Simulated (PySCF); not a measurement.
The system is F2CClBr, in a box.

```xyz
5
Lattice="11.0000 0.0000 0.0000 0.0000 12.0000 0.0000 0.0000 0.0000 12.0000" Properties=species:S:1:pos:R:3 pbc="T T T"
F     4.5473    5.6649    7.1849
C     5.6317    5.5478    6.4336
F     6.5148    4.7363    7.0503
Cl    5.2374    4.9310    4.8804
Br    6.4535    7.3005    6.2637
```

The cell isn't the ideal one: atoms moved at random, drawn with an rms of 0.05 Å.

Base run:

| Property | Result |
| --- | --- |
| Program | PySCF 2.14.0 |
| Functional | PBE |
| Potentials or basis | 6-31g* (all-electron) |
| k mesh | 1 × 1 × 1 |
| Occupations | fixed |
| Spin | no spin polarisation |

Its results: gap between the frontier levels 5.13 eV.

Problem. After a change of settings the same cell gave: gap between the frontier levels 7.84 eV. Which change was it?
A. functional from PBE to MN15-L; dispersion from none to D3
B. functional from PBE to PBEsol; dispersion from none to D3
C. functional from PBE to PW91; dispersion from none to D4
D. functional from PBE to SCAN0

Solution. D.

SCAN0 gives the wider gap, since exact exchange removes part of the self-interaction.

Caveats: this is a molecule in a periodic box at the Γ point, so its band gap is the HOMO-LUMO gap; relativity is left out, which matters for the heavier elements; the basis of atomic orbitals isn't converged, which shifts pressures, moduli and gaps.
